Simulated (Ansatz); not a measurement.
# CoB2W2: further runs on the relaxed cell

Aim: for CoB2W2, fit an equation of state.

Program: Ansatz 0.2.0. Level of theory: DFT PBEsol, scalar-relativistic, plane waves, PAW. These are calculated values, not measurements.

### Step 1. The system as given

The structure is orthorhombic, space group Immm (No. 71). Conventional cell: a = 3.162 Å, b = 4.526 Å, c = 7.047 Å, α = 90.00°, β = 90.00°, γ = 90.00°. Co (site symmetry mmm) has 4 B at 2.06 Å in its first shell of neighbours. B (site symmetry m2m) has 1 B at 1.88 Å and 2 Co at 2.06 Å and 6 W at 2.32 to 2.49 Å in its first shell of neighbours. Around W (site symmetry mm2) lie 6 B at 2.32 to 2.49 Å and 4 Co at 2.63 to 2.67 Å.

Structure file:

```
Co B W
1.0
    -1.58095    2.26305    3.52348
     1.58095   -2.26305    3.52348
     1.58095    2.26305   -3.52348
Co B W
1 2 2
Direct
  0.00000 0.00000 0.00000
  0.70716 0.50000 0.20716
  0.29284 0.50000 0.79284
  0.29884 0.79884 0.50000
  0.70116 0.20116 0.50000
```

It is the result of an earlier relaxation at this level (volume 10.08 Å³/atom; gap on the mesh: none (metal)).

### Step 2. The cell scaled to 0.97 of its volume

The input, input.yaml:

```yaml
crystal:
  lattice:
    - [-1.5649815521, 2.2401888207, 3.4878888536]
    - [1.5649815521, -2.2401888207, 3.4878888536]
    - [1.5649815521, 2.2401888207, -3.4878888536]
  atoms:
    - { symbol: Co, position: [0.0, 0.0, 0.0] }
    - { symbol: B, position: [0.7071552699, 0.5, 0.2071552699] }
    - { symbol: B, position: [0.2928447301, 0.5, 0.7928447301] }
    - { symbol: W, position: [0.2988421348, 0.7988421348, 0.5] }
    - { symbol: W, position: [0.7011578652, 0.2011578652, 0.5] }
basis:
  ecutwfc: 420
kpoints:
  mp_grid: { grid: [14, 14, 14] }
hamiltonian:
  xc: pbesol
scf:
  occupations: { method: gaussian, width: 0.1 }
output:
  forces: true
  stress: true
  eigenvalues: true
relax:
  adjacent_minimum: "off"
  f_tol: 0.01
  max_steps: 30
  cell: { stress_tol: 0.1, fix: [volume] }
```

Started as:

```
$ ansatz run input.yaml --threads 1 --pin off --max-ram 2560MiB --backend cpu --events-out ev --progress --plain --runs-dir out
```

### Step 3. The cell scaled to 1.03 of its volume

Changes to input.yaml since step 2:

```diff
@@ -2,5 +2,5 @@
   lattice:
-    - [-1.5649815521, 2.2401888207, 3.4878888536]
-    - [1.5649815521, -2.2401888207, 3.4878888536]
-    - [1.5649815521, 2.2401888207, -3.4878888536]
+    - [-1.5966058614, 2.2854573569, 3.558370244]
+    - [1.5966058614, -2.2854573569, 3.558370244]
+    - [1.5966058614, 2.2854573569, -3.558370244]
   atoms:
```

### Step 4. Point at V/V0 = 0.94

The input, input.yaml:

```yaml
crystal:
  lattice:
    - [-1.548907092, 2.216638931, 3.4513760393]
    - [1.548907092, -2.216638931, 3.4513760393]
    - [1.548907092, 2.216638931, -3.4513760393]
  atoms:
    - { symbol: Co, position: [0.0, 0.0, 0.0] }
    - { symbol: B, position: [0.7074832374, 0.5, 0.2074832374] }
    - { symbol: B, position: [0.2925167626, 0.5, 0.7925167626] }
    - { symbol: W, position: [0.298343908, 0.798343908, 0.5] }
    - { symbol: W, position: [0.701656092, 0.201656092, 0.5] }
basis:
  ecutwfc: 420
kpoints:
  mp_grid: { grid: [14, 14, 14] }
hamiltonian:
  xc: pbesol
scf:
  occupations: { method: gaussian, width: 0.1 }
output:
  forces: true
  stress: true
  eigenvalues: true
relax:
  adjacent_minimum: "off"
  f_tol: 0.01
  max_steps: 30
  cell: { stress_tol: 0.1, fix: [volume] }
```

### Step 5. The cell scaled to 1.06 of its volume

The input, input.yaml:

```yaml
crystal:
  lattice:
    - [-1.6113686473, 2.3081053711, 3.5928581848]
    - [1.6113686473, -2.3081053711, 3.5928581848]
    - [1.6113686473, 2.3081053711, -3.5928581848]
  atoms:
    - { symbol: Co, position: [0.0, 0.0, 0.0] }
    - { symbol: B, position: [0.7068430305, 0.5, 0.2068430305] }
    - { symbol: B, position: [0.2931569695, 0.5, 0.7931569695] }
    - { symbol: W, position: [0.2994149773, 0.7994149773, 0.5] }
    - { symbol: W, position: [0.7005850227, 0.2005850227, 0.5] }
basis:
  ecutwfc: 420
kpoints:
  mp_grid: { grid: [14, 14, 14] }
hamiltonian:
  xc: pbesol
scf:
  occupations: { method: gaussian, width: 0.1 }
output:
  forces: true
  stress: true
  eigenvalues: true
relax:
  adjacent_minimum: "off"
  f_tol: 0.01
  max_steps: 30
  cell: { stress_tol: 0.1, fix: [volume] }
```

### Step 6. Volume × 0.91

The input, input.yaml:

```yaml
crystal:
  lattice:
    - [-1.5326704194, 2.1924757609, 3.4138353171]
    - [1.5326704194, -2.1924757609, 3.4138353171]
    - [1.5326704194, 2.1924757609, -3.4138353171]
  atoms:
    - { symbol: Co, position: [0.0, 0.0, 0.0] }
    - { symbol: B, position: [0.7077003039, 0.5, 0.2077003039] }
    - { symbol: B, position: [0.2922996961, 0.5, 0.7922996961] }
    - { symbol: W, position: [0.2979082646, 0.7979082646, 0.5] }
    - { symbol: W, position: [0.7020917354, 0.2020917354, 0.5] }
basis:
  ecutwfc: 420
kpoints:
  mp_grid: { grid: [14, 14, 14] }
hamiltonian:
  xc: pbesol
scf:
  occupations: { method: gaussian, width: 0.1 }
output:
  forces: true
  stress: true
  eigenvalues: true
relax:
  adjacent_minimum: "off"
  f_tol: 0.01
  max_steps: 30
  cell: { stress_tol: 0.1, fix: [volume] }
```

### Step 7. The cell scaled to 1.10 of its volume

The input, input.yaml:

```yaml
crystal:
  lattice:
    - [-1.6303755469, 2.337412231, 3.638768872]
    - [1.6303755469, -2.337412231, 3.638768872]
    - [1.6303755469, 2.337412231, -3.638768872]
  atoms:
    - { symbol: Co, position: [0.0, 0.0, 0.0] }
    - { symbol: B, position: [0.7062770928, 0.5, 0.2062770928] }
    - { symbol: B, position: [0.2937229072, 0.5, 0.7937229072] }
    - { symbol: W, position: [0.3000519814, 0.8000519814, 0.5] }
    - { symbol: W, position: [0.6999480186, 0.1999480186, 0.5] }
basis:
  ecutwfc: 420
kpoints:
  mp_grid: { grid: [14, 14, 14] }
hamiltonian:
  xc: pbesol
scf:
  occupations: { method: gaussian, width: 0.1 }
output:
  forces: true
  stress: true
  eigenvalues: true
relax:
  adjacent_minimum: "off"
  f_tol: 0.01
  max_steps: 30
  cell: { stress_tol: 0.1, fix: [volume] }
```

### Step 8. Point at V/V0 = 0.88

The input, input.yaml:

```yaml
crystal:
  lattice:
    - [-1.5156270844, 2.1679220095, 3.3762252306]
    - [1.5156270844, -2.1679220095, 3.3762252306]
    - [1.5156270844, 2.1679220095, -3.3762252306]
  atoms:
    - { symbol: Co, position: [0.0, 0.0, 0.0] }
    - { symbol: B, position: [0.70771954, 0.5, 0.20771954] }
    - { symbol: B, position: [0.29228046, 0.5, 0.79228046] }
    - { symbol: W, position: [0.2974965291, 0.7974965291, 0.5] }
    - { symbol: W, position: [0.7025034709, 0.2025034709, 0.5] }
basis:
  ecutwfc: 420
kpoints:
  mp_grid: { grid: [14, 14, 14] }
hamiltonian:
  xc: pbesol
scf:
  occupations: { method: gaussian, width: 0.1 }
output:
  forces: true
  stress: true
  eigenvalues: true
relax:
  adjacent_minimum: "off"
  f_tol: 0.01
  max_steps: 30
  cell: { stress_tol: 0.1, fix: [volume] }
```

(Steps that only read results are left out.)

**Question.** What will these runs give? Wanted: equilibrium volume of the fit; bulk modulus.

The runs gave:

| quantity | value |
| --- | --- |
| equilibrium volume of the fit | 10.08 Å³/atom |
| bulk modulus | 357 GPa |
| its pressure derivative | 4.3 |

In words: The fit puts the minimum at 10.08 Å³/atom with B = 357 GPa and B' = 4.3. The runs treat W without spin-orbit coupling. Spin polarisation is off in the runs that give these values; a magnetic solution could lie lower.
